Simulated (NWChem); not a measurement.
**One shape, several levels: CH3Cl3Si (methyltrichlorosilane)**

Aim: a comparison of 3 runs (HF/STO-3G, HF/3-21G, B3LYP/6-31G*) of CH3Cl3Si (methyltrichlorosilane). 

The calculation is run with NWChem 7.3.0.

94 further runs of the same task are left out: 94 set aside as unsound or not needed.

**1. The system as given**

CH3Cl3Si: 8 atoms, total charge 0, spin state singlet. As SMILES, `C[Si](Cl)(Cl)Cl`. The Si2–Cl4 distance was set to 3.670 Å, away from the relaxed value. At this shape a bond of the SMILES string is far longer than usual.

Bond lengths: C1–Si2 1.841 Å, Si2–Cl3 2.039 Å, Si2–Cl5 2.039 Å, C1–H6 1.092 Å, C1–H7 1.092 Å, C1–H8 1.092 Å. Angles: C1–Si2–Cl3 110.7°, C1–Si2–Cl5 110.6°, Cl3–Si2–Cl5 108.3°, Si2–C1–H6 110.0°, Si2–C1–H7 110.0°, Si2–C1–H8 110.0°, H6–C1–H7 109.0°, H6–C1–H8 109.0°, H7–C1–H8 109.0°. A long bond or contact: Si2–Cl4 3.670 Å.

**2. The energy at HF/STO-3G (run 1)**

calc.nw reads:

```
start calc
memory 2200 mb
geometry units angstroms noautosym nocenter noautoz
  C    -0.326503    0.222316    2.184889
  Si    0.971297    0.699816    0.970089
  Cl    2.762797   -0.138084    1.465189
  Cl    0.065900   -0.429500   -2.402200
  Cl    1.203597    2.724916    0.924989
  H    -0.442103   -0.863284    2.199589
  H    -0.045903    0.563016    3.183589
  H    -1.280203    0.677116    1.909589
end
basis spherical bse
  * library STO-3G
end
scf
  thresh 1e-08
  maxiter 80
  print low
end
task scf energy
```

Run with:

```bash
$ nwchem calc.nw > calc.out
```

The program printed:

```text
[...]
  functions       =    44
[...]
  wavefunction    = RHF
[...]
         Total SCF energy =  -1688.450117934020
      One-electron energy =  -3092.263317651504
      Two-electron energy =   1026.140892955487
 Nuclear repulsion energy =    377.672306761997
        Time for solution =      4.1s
 Task  times  cpu:        4.2s     wall:        4.2s
[...]
```

It took 4.8 s on 1 thread of AMD EPYC 7B13 (Zen 3), shared host; peak memory 0.099 GiB.

**3. The energy at HF/3-21G (run 2)**

ch3cl3si.xyz reads:

```xyz
8

C     -0.326503     0.222316     2.184889
Si     0.971297     0.699816     0.970089
Cl     2.762797    -0.138084     1.465189
Cl     0.065900    -0.429500    -2.402200
Cl     1.203597     2.724916     0.924989
H     -0.442103    -0.863284     2.199589
H     -0.045903     0.563016     3.183589
H     -1.280203     0.677116     1.909589
```

run.py reads:

```python
from ase.io import read
from ase.calculators.nwchem import NWChem

molecule = read('ch3cl3si.xyz')

calc = NWChem(
    label='ch3cl3si',
    theory='scf',
    memory='2200 mb',
    basis='3-21G',
    basispar='spherical bse',
    scf={'nopen': '0', 'rhf': None, 'thresh': '1e-08', 'maxiter': '80', 'print': 'low'},
    task='energy',
)
molecule.calc = calc

print(f"energy = {molecule.get_potential_energy():.6f} eV")
```

Run with:

```bash
$ export ASE_NWCHEM_COMMAND="nwchem PREFIX.nwi > PREFIX.nwo"
$ python run.py
```

The program printed:

```text
energy = -46223.612527 eV
```

The calculator wrote ch3cl3si.nwi:

```
title "ch3cl3si"

permanent_dir ch3cl3si

scratch_dir ch3cl3si

start ch3cl3si

geometry units angstrom nocenter noautosym noautoz
  C  -3.2650299999999999e-01 2.2231600000000001e-01 2.1848890000000001e+00
  Si 9.7129699999999997e-01 6.9981599999999999e-01 9.7008899999999998e-01
  Cl 2.7627969999999999e+00 -1.3808400000000001e-01 1.4651890000000001e+00
  Cl 6.5900000000000000e-02 -4.2949999999999999e-01 -2.4022000000000001e+00
  Cl 1.2035970000000000e+00 2.7249159999999999e+00 9.2498899999999995e-01
  H  -4.4210300000000002e-01 -8.6328400000000005e-01 2.1995890000000000e+00
  H  -4.5902999999999999e-02 5.6301599999999996e-01 3.1835890000000000e+00
  H  -1.2802030000000000e+00 6.7711600000000005e-01 1.9095890000000000e+00
end

memory 2200 mb

basis spherical bse noprint
   * library 3-21G
end

scf
  nopen 0
  rhf
  thresh 1e-08
  maxiter 80
  print low
end

task scf energy
```

ch3cl3si.nwo:

```text
Northwest Computational Chemistry Package (NWChem) 7.3.0
             --------------------------------------------------------

           Job information
           ---------------

    nwchem branch   = 7.3.0
    use scalapack   = T
    input           = ch3cl3si.nwi
    prefix          = ch3cl3si.
    data base       = ch3cl3si/ch3cl3si.db
    status          = startup
    nproc           =        1

           Memory information
           ------------------

[... 5 lines left out ...]
    hardfail = no
[... 39 lines left out ...]
            Nuclear Dipole moment (a.u.)
[... 65 lines left out ...]
 Forming initial guess at       0.0s

 Starting SCF solution at       0.2s

       Final RHF  results
       ------------------

         Total SCF energy =  -1698.686442697975
      One-electron energy =  -3100.433674194659
      Two-electron energy =   1024.074924734687
 Nuclear repulsion energy =    377.672306761996

        Time for solution =      4.6s

 Task  times  cpu:        4.7s     wall:        4.7s
 Total times  cpu:        4.7s     wall:        4.7s
```

Wall time 6 s (1 thread of AMD EPYC 7B13 (Zen 3), shared host); peak memory 0.1 GiB.

**4. The energy at B3LYP/6-31G(d) (Cartesian functions) (run 3)**

mymol.nw reads:

```
start mymol
memory 2200 mb
charge 0

geometry noautosym nocenter noautoz
  C       -0.326503       0.222316       2.184889
  Si       0.971297       0.699816       0.970089
  Cl       2.762797      -0.138084       1.465189
  Cl       0.065900      -0.429500      -2.402200
  Cl       1.203597       2.724916       0.924989
  H       -0.442103      -0.863284       2.199589
  H       -0.045903       0.563016       3.183589
  H       -1.280203       0.677116       1.909589
end

basis cartesian
  C library 6-31G*
  Si library 6-31G*
  Cl library 6-31G*
  H library 6-31G*
end

dft
  xc b3lyp
  grid fine
  convergence energy 1e-08
  maxiter 100
  mulliken
end

task dft energy
```

Run with:

```bash
$ nwchem mymol.nw > mymol.out
```

The program printed:

```text
[...]
          Wavefunction type:  closed shell.
          No. of atoms     :     8
          No. of electrons :    74
[...]
          Charge           :     0
          Spin multiplicity:     1
[...]
          AO basis - number of functions:    97
[...]
              XC Information
              --------------
                         B3LYP Method XC Potential
                     Hartree-Fock (Exact) Exchange  0.200
                        Slater Exchange Functional  0.800 local
                    Becke 1988 Exchange Functional  0.720 non-local
              Lee-Yang-Parr Correlation Functional  0.810
                  VWN I RPA Correlation Functional  0.190 local
[...]
 d= 0,ls=0.0,diis     1  -1709.8394547543 -2.09D+03  8.69D-02  1.21D+00     3.0
[...]
 d= 0,ls=0.0,diis    12  -1710.0266951633 -4.91D-09  1.76D-06  5.34D-09    26.5
         Total DFT energy =    -1710.026695163340
      One electron energy =    -3111.929019891980
           Coulomb energy =     1136.427156415569
    Exchange-Corr. energy =     -112.197138448926
 Nuclear repulsion energy =      377.672306761997
[...]
      Total Density - Mulliken Population Analysis
     ---------------------------------------------
    Atom       Charge   Shell Charges
 -----------   ------   -------------------------------------------------------
    1 C    6     6.67   1.99  0.68  2.14  0.68  1.15  0.02
    2 Si  14    13.34   2.00  1.99  5.96  1.15  1.59  0.19  0.29  0.17
    3 Cl  17    17.13   2.00  1.99  5.97  1.47  3.63  0.54  1.55 -0.03
    4 Cl  17    17.42   2.00  1.99  5.97  1.48  3.48  0.59  1.98 -0.06
    5 Cl  17    17.13   2.00  1.99  5.97  1.47  3.63  0.54  1.55 -0.03
    6 H    1     0.77   0.51  0.26
    7 H    1     0.77   0.51  0.26
    8 H    1     0.77   0.51  0.26
[...]
```

Wall time 27 s (1 thread of AMD EPYC 7B13 (Zen 3), shared host); peak memory 0.12 GiB.

**5. All runs side by side**

| run | level | Cartesian functions | iteration cap | energy (Eh) | wall time |
| --- | --- | --- | --- | --- | --- |
| 1 | HF/STO-3G | no | 80 | -1688.450118 | 4.8 s |
| 2 | HF/3-21G | no | 80 | -1698.686443 | 6 s |
| 3 | B3LYP/6-31G* (Cartesian functions) | yes | 100 | -1710.026695 | 27 s |

**6. Outcome**

```
            quantity           value
 run 3: total energy  -1710.02670 Eh
run 3: dipole moment          7.64 D
  run 3: HOMO energy        -6.83 eV
  run 3: LUMO energy        -5.00 eV
run 3: HOMO–LUMO gap         1.83 eV
```

What this shows: In run 1 the basis is minimal, so the values are rough. In runs 1, 2, 3 a closed-shell determinant meets a far-stretched bond, which it describes badly. All runs together took 38 s, the longest 27 s.
